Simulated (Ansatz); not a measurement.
# Y3GaN4: the band gap up the ladder of functionals

The task here is to estimate one member of a computed series from the others.

Code: Ansatz 0.2.0. PAW datasets, plane waves. Values at 0 K without nuclear motion; spin polarisation is off, and the phase may be a hypothetical one.

### The structure to begin with

The cell was relaxed beforehand with r2SCAN.

The symmetry is P3m1 (No. 156, trigonal); a = 3.751 Å, c = 10.781 Å in the conventional setting, 16.42 Å³ an atom. Near Ga stand 4 N at 1.91–2.20 Å; near Y stand 4 N at 2.24–2.29 Å; near Y stand 4 N at 2.21–2.31 Å; near Y stand 4 N at 2.25–2.31 Å; near N stand 1 Ga at 1.91 Å and 3 Y at 2.21 Å.

Structure file:

```cif
data_structure
_symmetry_space_group_name_H-M 'P3m1'
_symmetry_Int_Tables_number 156
_cell_length_a 3.7508
_cell_length_b 3.7508
_cell_length_c 10.7808
_cell_angle_alpha 90.000
_cell_angle_beta 90.000
_cell_angle_gamma 120.000
_cell_volume 131.35
loop_
_atom_site_label
_atom_site_type_symbol
_atom_site_symmetry_multiplicity
_atom_site_Wyckoff_symbol
_atom_site_fract_x
_atom_site_fract_y
_atom_site_fract_z
_atom_site_occupancy
Ga1 Ga 1 b 0.33333 0.66667 0.00369 1
Y1 Y 1 b 0.33333 0.66667 0.48639 1
Y2 Y 1 c 0.66667 0.33333 0.22032 1
Y3 Y 1 c 0.66667 0.33333 0.75547 1
N1 N 1 b 0.33333 0.66667 0.18079 1
N2 N 1 b 0.33333 0.66667 0.69897 1
N3 N 1 c 0.66667 0.33333 0.43428 1
N4 N 1 c 0.66667 0.33333 0.97010 1
```

Set-up of the first run:

Contents of input.yaml:

```yaml
crystal:
  lattice:
    - [3.7508403584, 0.0, 0.0]
    - [-1.8754201792, 3.2483230359, 0.0]
    - [0.0, 0.0, 10.7808092371]
  atoms:
    - { symbol: Ga, position: [0.3333333333, 0.6666666667, 0.0036927497] }
    - { symbol: "Y", position: [0.3333333333, 0.6666666667, 0.4863905552] }
    - { symbol: "Y", position: [0.6666666667, 0.3333333333, 0.2203152051] }
    - { symbol: "Y", position: [0.6666666667, 0.3333333333, 0.7554729024] }
    - { symbol: "N", position: [0.3333333333, 0.6666666667, 0.1807862986] }
    - { symbol: "N", position: [0.3333333333, 0.6666666667, 0.6989674996] }
    - { symbol: "N", position: [0.6666666667, 0.3333333333, 0.4342790166] }
    - { symbol: "N", position: [0.6666666667, 0.3333333333, 0.9700957726] }
kpoints:
  mp_grid: { grid: [12, 12, 4] }
  band_path:
    path:
      - [[0.0, 0.0, 0.0], [0.5, 6.46910283524e-17, -1.872737269044e-33], [0.3333333333333, 0.3333333333333, -5.246732095828e-33], [0.0, 0.0, 0.0], [-6.763587753627e-51, -2.366138404653e-50, 0.5], [0.5, 6.46910283524e-17, 0.5], [0.3333333333333, 0.3333333333333, 0.5], [-6.763587753627e-51, -2.366138404653e-50, 0.5]]
      - [[0.5, 6.46910283524e-17, 0.5], [0.5, 6.46910283524e-17, -1.872737269044e-33]]
      - [[0.3333333333333, 0.3333333333333, 0.5], [0.3333333333333, 0.3333333333333, -5.246732095828e-33]]
    npoints: 10
hamiltonian:
  xc: pbe
scf:
  occupations: { method: fermi_dirac, width: 0.02 }
  n_extra_bands: 6
output:
  forces: true
  stress: true
  eigenvalues: true
  write_density: true
  write_potential: true
  elf: true
  volumetric_format: npy
```

Launch:

```console
$ ansatz run input.yaml --threads 4 --pin off --max-ram 6451MiB --backend cpu --events-out ev --progress --plain --runs-dir out
```

Among the steps run: Band structure with PBE; r2SCAN; Single point with HSE06; Single point with PBE+SOC; Single point with PBE0.

One of the session's tables, all rows but one given; the rest of the session is left out.

| level | gap (eV) |
| --- | --- |
| PBE | 0.90 |
| r2SCAN | 1.15 |
| HSE06 | ? |
| PBE+SOC | 0.89 |
| PBE0 | 2.47 |

**Question.** Estimate the row for HSE06.

As computed: gap (eV): 1.80. In the column «gap (eV)» it lies between r2SCAN (1.15) and PBE0 (2.47).

Meshes: PBE 12×12×4, r2SCAN 12×12×4, HSE06 6×6×2, PBE+SOC 12×12×4, PBE0 6×6×2

What this shows: PBE+SOC gives the least gap, 0.89 eV, and PBE0 the largest, 2.47 eV. Against HSE06, PBE is short by 0.90 eV, at 50 % of it, and r2SCAN 64 %. PBE0 lies 0.67 eV above HSE06, which differs from it by screening the long-range exchange.

Caveats from the session: Warnings in the runs' records: stress scf threshold loose, stress exchange threshold loose.
